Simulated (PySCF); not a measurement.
# As2: the SCF solver's settings

The same problem is solved with other solver options, one edit a run.

Computed with PySCF 2.14.0. Level: each script names its method and basis.

3 further runs of the same task are left out: 3 that didn't finish.

## (1) The system as given

As2: 2 atoms, charge 0, spin multiplicity 1.

Bond lengths: As1–As2 2.350 Å.

## (2) Base script

File input.py:

```python
from pyscf import gto, dft, tdscf

mol = gto.M(
    atom='As 0 0 0; As 0 0 2.35',
    basis='sbkjc',
    ecp={'As': 'sbkjc'},
    charge=0,
    spin=0,
    verbose=4,
)
mf = dft.RKS(mol, xc='pbe0')
mf.kernel()
td = tdscf.TDDFT(mf)
td.nstates = 4
td.kernel()
td.analyze(verbose=3)
mf.dip_moment()
print('orbital energies (hartree):', mf.mo_energy[..., max(0, mol.nelec[1]-3):mol.nelec[0]+3].round(4))
```

On the command line:

```sh
OMP_NUM_THREADS=1 python input.py
```

The log of this run is left out.

In short: E(SCF) = -12.418797 Eh, 6 cycles, μ = 0.00 D, excitations 2.02, 2.53, 2.53, 3.15 eV.

The bond length is a typed value, not an optimised one.

## (3) Convergence threshold 1e-11 hartree

Variant 1 changes convergence threshold: default → 1e-11 hartree.

Changes to input.py since step 2:

```diff
@@ -11,2 +11,3 @@
 mf = dft.RKS(mol, xc='pbe0')
+mf.conv_tol = 1e-11
 mf.kernel()
```

On the command line:

```sh
OMP_NUM_THREADS=1 python input.py
```

The program printed:

```text
PySCF version 2.14.0

[INPUT] verbose = 4
[INPUT] num. atoms = 2
[INPUT] num. electrons = 10
[INPUT] charge = 0
[INPUT] spin (= nelec alpha-beta = 2S) = 0
[INPUT] symmetry False subgroup None
[INPUT] Mole.unit = angstrom
[INPUT] Symbol           X                Y                Z      unit          X                Y                Z       unit  Magmom
[INPUT]  1 As     0.000000000000   0.000000000000   0.000000000000 AA    0.000000000000   0.000000000000   0.000000000000 Bohr   0.0
[INPUT]  2 As     0.000000000000   0.000000000000   2.350000000000 AA    0.000000000000   0.000000000000   4.440856392728 Bohr   0.0

nuclear repulsion = 5.62954479702128
number of shells = 8
number of NR pGTOs = 40
number of NR cGTOs = 16
basis = sbkjc
ecp = {'As': 'sbkjc'}

******** <class 'pyscf.dft.rks.RKS'> ********
method = RKS
initial guess = minao
damping factor = 0
level_shift factor = 0
DIIS = <class 'pyscf.scf.diis.CDIIS'>
diis_start_cycle = 1
diis_space = 8
diis_damp = 0
SCF conv_tol = 1e-11
SCF conv_tol_grad = None
SCF max_cycles = 50
direct_scf = True
direct_scf_tol = 1e-13
XC library pyscf.dft.libxc version 7.0.0
    S. Lehtola, C. Steigemann, M. J.T. Oliveira, and M. A.L. Marques.,  SoftwareX 7, 1–5 (2018)
XC functionals = pbe0
    C. Adamo and V. Barone.,  J. Chem. Phys. 110, 6158 (1999)
    M. Ernzerhof and G. E. Scuseria.,  J. Chem. Phys. 110, 5029 (1999)
radial grids:
    Treutler-Ahlrichs [JCP 102, 346 (1995); DOI:10.1063/1.469408] (M4) radial grids

becke partition: Becke, JCP 88, 2547 (1988); DOI:10.1063/1.454033
pruning grids: <function nwchem_prune>
grids dens level: 3
symmetrized grids: False
atomic radii adjust function: <function treutler_atomic_radii_adjust>
small_rho_cutoff = 0
Set gradient conv threshold to 3.16228e-06
Initial guess from minao.
tot grids = 40848
init E= -11.9708557988185
  HOMO = -0.15577023413659  LUMO = -0.0623424959487543  gap/eV = 2.54230
cycle= 1 E= -12.4036941015768  delta_E= -0.433  |g|= 0.148  |ddm|= 2.28
  HOMO = -0.297256796438563  LUMO = -0.156397072314237  gap/eV = 3.83299
cycle= 2 E= -12.4175667414011  delta_E= -0.0139  |g|= 0.0446  |ddm|= 0.587
  HOMO = -0.26536938285765  LUMO = -0.126448337580077  gap/eV = 3.78023
cycle= 3 E= -12.4187967374636  delta_E= -0.00123  |g|= 0.0011  |ddm|= 0.128
  HOMO = -0.264802068901254  LUMO = -0.12567661901177  gap/eV = 3.78580
cycle= 4 E= -12.4187973589978  delta_E= -6.22e-07  |g|= 0.000104  |ddm|= 0.00283
  HOMO = -0.264771285771982  LUMO = -0.12566247776408  gap/eV = 3.78534
cycle= 5 E= -12.4187973665533  delta_E= -7.56e-09  |g|= 5.4e-06  |ddm|= 0.000304
  HOMO = -0.264773209641073  LUMO = -0.125664652534582  gap/eV = 3.78534
cycle= 6 E= -12.4187973665807  delta_E= -2.74e-11  |g|= 1.22e-07  |ddm|= 2.71e-05
  HOMO = -0.26477318577085  LUMO = -0.125664626464052  gap/eV = 3.78534
cycle= 7 E= -12.4187973665808  delta_E= -6.04e-14  |g|= 2.48e-09  |ddm|= 4.68e-07
  HOMO = -0.264773185796183  LUMO = -0.125664626957528  gap/eV = 3.78534
Extra cycle  E= -12.4187973665808  delta_E= 1.42e-14  |g|= 5.09e-10  |ddm|= 1.38e-08
converged SCF energy = -12.4187973665808

******** <class 'pyscf.tdscf.rks.TDDFT'> for <class 'pyscf.dft.rks.RKS'> ********
nstates = 4 singlet
deg_eia_thresh = 1.000e-03
wfnsym = None
conv_tol = 1e-05
eigh lindep = 1e-12
eigh level_shift = 0
eigh max_cycle = 100

Excitation energies (eV)
[2.02171505 2.53334869 2.53334882 3.15111516]

** Singlet excitation energies and oscillator strengths **
Excited State   1:      2.02172 eV    613.26 nm  f=0.0000
Excited State   2:      2.53335 eV    489.41 nm  f=0.0000
Excited State   3:      2.53335 eV    489.41 nm  f=0.0000
Excited State   4:      3.15112 eV    393.46 nm  f=0.0000
Dipole moment(X, Y, Z, Debye):  0.00000,  0.00000,  0.00000
orbital energies (hartree): [-0.2922 -0.2648 -0.2648 -0.1257 -0.1257 -0.0109]
```

Wall time 1.7 s (1 thread of Arm Neoverse V1, shared host).

This run: E(SCF) = -12.418797 Eh (no change), 7 cycles, μ = 0.00 D, excitations 2.02, 2.53, 2.53, 3.15 eV.

## (4) Second-order solver on

Variant 2 changes second-order solver: off → on.

Changes to input.py since step 2:

```diff
@@ -11,2 +11,3 @@
 mf = dft.RKS(mol, xc='pbe0')
+mf = mf.newton()
 mf.kernel()
```

On the command line:

```sh
OMP_NUM_THREADS=1 python input.py
```

The program printed:

```text
[... 20 set-up lines left out, the same as in an earlier log ...]
******** <class 'pyscf.soscf.newton_ah.SecondOrderRKS'> ********
method = SecondOrderRKS
[... 7 set-up lines left out, the same as in an earlier log ...]
SCF conv_tol = 1e-09
[... 18 set-up lines left out, the same as in an earlier log ...]
******** <class 'pyscf.dft.rks.RKS'> Newton solver flags ********
SCF tol = 1e-09
conv_tol_grad = None
max. SCF cycles = 50
[... 2 set-up lines left out, the same as in an earlier log ...]
max_cycle_inner = 12
max_stepsize = 0.05
ah_start_tol = 1e+09
ah_level_shift = 0
ah_conv_tol = 1e-12
ah_lindep = 1e-14
ah_start_cycle = 1
ah_max_cycle = 40
ah_grad_trust_region = 2.5
kf_interval = 4
kf_trust_region = 5
canonicalization = True
Set conv_tol_grad to 3.16228e-05
[... 2 set-up lines left out, the same as in an earlier log ...]
  HOMO = -0.15577023413659  LUMO = -0.0623424959487543  gap/eV = 2.54230
Initial guess E= -12.4036941015768  |g|= 0.148393
macro= 0  E= -12.4187739081935  delta_E= -0.0150798  |g|= 0.148393  2 KF 5 JK
macro= 1  E= -12.4187973665774  delta_E= -2.34584e-05  |g|= 3.12984e-05  2 KF 6 JK
macro= 2  E= -12.4187973665774  delta_E= -2.13163e-14  |g|= 2.89051e-06  1 KF 2 JK
Canonicalize SCF orbitals
macro X = 3  E=-12.4187973665774  |g|= 2.89051e-06  total 6 KF 17 JK
converged SCF energy = -12.4187973665774

******** <class 'pyscf.tdscf.rks.TDDFT'> for <class 'pyscf.dft.rks.RKS'> ********
nstates = 4 singlet
deg_eia_thresh = 1.000e-03
wfnsym = None
conv_tol = 1e-05
eigh lindep = 1e-12
eigh level_shift = 0
eigh max_cycle = 100

Excitation energies (eV)
[2.02171469 2.53334848 2.53334862 3.15111495]

** Singlet excitation energies and oscillator strengths **
Excited State   1:      2.02171 eV    613.26 nm  f=0.0000
Excited State   2:      2.53335 eV    489.41 nm  f=0.0000
Excited State   3:      2.53335 eV    489.41 nm  f=0.0000
Excited State   4:      3.15111 eV    393.46 nm  f=0.0000
Dipole moment(X, Y, Z, Debye):  0.00000,  0.00000,  0.00000
orbital energies (hartree): [-0.2922 -0.2648 -0.2648 -0.1257 -0.1257 -0.0109]
```

Run time: 2 s. Hardware: 1 thread of Arm Neoverse V1, shared host; peak memory 0.19 GiB.

Result: E(SCF) = -12.418797 Eh (no change), 3 macro-iterations, μ = 0.00 D, excitations 2.02, 2.53, 2.53, 3.15 eV.

## (5) Level shift 0.1 hartree

Variant 3 changes level shift: none → 0.1 hartree.

Changes to input.py since step 2:

```diff
@@ -11,2 +11,3 @@
 mf = dft.RKS(mol, xc='pbe0')
+mf.level_shift = 0.1
 mf.kernel()
```

On the command line:

```sh
OMP_NUM_THREADS=1 python input.py
```

The program printed:

```text
[... 24 set-up lines left out, the same as in an earlier log ...]
level_shift factor = 0.1
[... 23 set-up lines left out, the same as in an earlier log ...]
Set gradient conv threshold to 3.16228e-05
[... 2 set-up lines left out, the same as in an earlier log ...]
init E= -11.9708557988185
  HOMO = -0.108029845388246  LUMO = -0.00257776632997136  gap/eV = 2.86950
cycle= 1 E= -12.4131600133496  delta_E= -0.442  |g|= 0.0922  |ddm|= 2.24
  HOMO = -0.283376355357904  LUMO = -0.0424348730997735  gap/eV = 6.55635
cycle= 2 E= -12.4187409328194  delta_E= -0.00558  |g|= 0.0122  |ddm|= 0.299
  HOMO = -0.265338668689099  LUMO = -0.0261934679842114  gap/eV = 6.50747
cycle= 3 E= -12.4187945675247  delta_E= -5.36e-05  |g|= 0.00198  |ddm|= 0.0224
  HOMO = -0.264721655093015  LUMO = -0.0256130295151451  gap/eV = 6.50648
cycle= 4 E= -12.418797270464  delta_E= -2.7e-06  |g|= 0.000307  |ddm|= 0.00493
  HOMO = -0.264772221254068  LUMO = -0.0256632967629962  gap/eV = 6.50649
cycle= 5 E= -12.4187973635418  delta_E= -9.31e-08  |g|= 5.38e-05  |ddm|= 0.00105
  HOMO = -0.264772849695366  LUMO = -0.0256641726970246  gap/eV = 6.50648
cycle= 6 E= -12.4187973664846  delta_E= -2.94e-09  |g|= 9.52e-06  |ddm|= 0.000188
  HOMO = -0.264773192236476  LUMO = -0.025664636906163  gap/eV = 6.50648
cycle= 7 E= -12.4187973665777  delta_E= -9.31e-11  |g|= 1.7e-06  |ddm|= 3.38e-05
  HOMO = -0.264772916298825  LUMO = -0.125664366213286  gap/eV = 3.78534
Extra cycle  E= -12.4187973665807  delta_E= -2.98e-12  |g|= 3.96e-07  |ddm|= 7.29e-06
converged SCF energy = -12.4187973665807

******** <class 'pyscf.tdscf.rks.TDDFT'> for <class 'pyscf.dft.rks.RKS'> ********
nstates = 4 singlet
deg_eia_thresh = 1.000e-03
wfnsym = None
conv_tol = 1e-05
eigh lindep = 1e-12
eigh level_shift = 0
eigh max_cycle = 100

Excitation energies (eV)
[2.021715   2.5333485  2.53334863 3.15111396]

** Singlet excitation energies and oscillator strengths **
Excited State   1:      2.02171 eV    613.26 nm  f=0.0000
Excited State   2:      2.53335 eV    489.41 nm  f=0.0000
Excited State   3:      2.53335 eV    489.41 nm  f=0.0000
Excited State   4:      3.15111 eV    393.46 nm  f=0.0000
Dipole moment(X, Y, Z, Debye):  0.00000,  0.00000, -0.00000
orbital energies (hartree): [-0.2922 -0.2648 -0.2648 -0.1257 -0.1257 -0.0109]
```

Run time: 1.8 s. Hardware: 1 thread of Arm Neoverse V1, shared host.

Outcome: E(SCF) = -12.418797 Eh (no change), 7 cycles, μ = 0.00 D, excitations 2.02, 2.53, 2.53, 3.15 eV.

## (6) Comparison

| run | E(SCF) (hartree) | from base (eV) | cycles | gap (eV) | after the SCF |
| --- | --- | --- | --- | --- | --- |
| base | -12.418797 | 0 | 6 | 3.79 | lowest root found 2.02 eV |
| convergence threshold 1e-11 hartree | -12.418797 | 0.0000 | 7 | 3.79 | lowest root found 2.02 eV |
| second-order solver on | -12.418797 | 0.0000 | 3 macro | 3.79 | lowest root found 2.02 eV |
| level shift 0.1 hartree | -12.418797 | 0.0000 | 7 | 3.79 | lowest root found 2.02 eV |

Wall time on 1 thread of Arm Neoverse V1, shared host, start-up included: base 1.8 s; convergence threshold 1e-11 hartree 1.7 s; second-order solver on 2 s; level shift 0.1 hartree 1.8 s.

Distance from each run's final energy (log10 hartree) by cycle:

| run | cycle 1 | cycle 2 | cycle 3 | cycle 5 | cycle 8 | cycle 12 |
| --- | --- | --- | --- | --- | --- | --- |
| base | -1.8 | -2.9 | -6.2 | -10.6 | done | done |
| convergence threshold 1e-11 hartree | -1.8 | -2.9 | -6.2 | -10.6 | done | done |
| second-order solver on | -4.6 | < -11 | < -11 | done | done | done |
| level shift 0.1 hartree | -2.2 | -4.2 | -5.6 | -8.5 | done | done |

In words: With convergence threshold 1e-11 hartree or second-order solver on or level shift 0.1 hartree the SCF ends at the base energy.
